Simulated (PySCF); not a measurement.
# C2H7FSi2: the cost of one run

The runs use PySCF 2.14.0, with density-fitted response routines of our own; the level of theory stands in each step. All values are computed, except where a source is named. Atoms count from 0, in the outputs and in this text.

## (1) Starting geometry

12 atoms, charge 0, multiplicity 1; geometry from: GFN2-xTB. The atoms were then displaced at random by about 0.01 Å, so the start is not that level's minimum.

Bonds of the start (Å): F0–C1 1.34, C1–C2 1.51, C2–Si3 1.94, Si3–Si4 2.28, Si3–C1 1.95, C1–H5 1.08, C2–H6 1.08, C2–H7 1.08, Si3–H8 1.46, Si4–H9 1.48, Si4–H10 1.46, Si4–H11 1.46.

## (2) Geometry optimisation at PBE0-D3(BJ)/def2-SVP

The job: settings as JSON, then the geometry in Å.

```
{"job": {"xc": "PBE0", "basis": "def2-SVP", "d3": "d3bj", "grid": 1, "shake": 0.01, "kind": "geom"}, "charge": 0, "multiplicity": 1}
F     -2.176470     1.726070     0.005270
C     -1.476850     0.581190    -0.054470
C     -0.978210     0.082630     1.277790
Si     0.461690     0.641390     0.108770
Si     1.699150    -0.920250    -1.006910
H     -2.011720    -0.111970    -0.685260
H     -1.128770    -0.963230     1.491960
H     -1.214840     0.712360     2.122350
H      0.841390     2.005340     0.461840
H      2.524110    -1.691480    -0.056720
H      0.885430    -1.861780    -1.761340
H      2.614780    -0.228540    -1.912300
```

Run with:

```
> OMP_NUM_THREADS=1 python probes_run.py task.json out
```

The driver reads the jobs from task.json and runs them one after another.

Q: Estimate the wall time and peak memory of this first job on 1 thread of Arm Neoverse V2, shared host.

About 68 s, with a peak of 0.5 GiB.
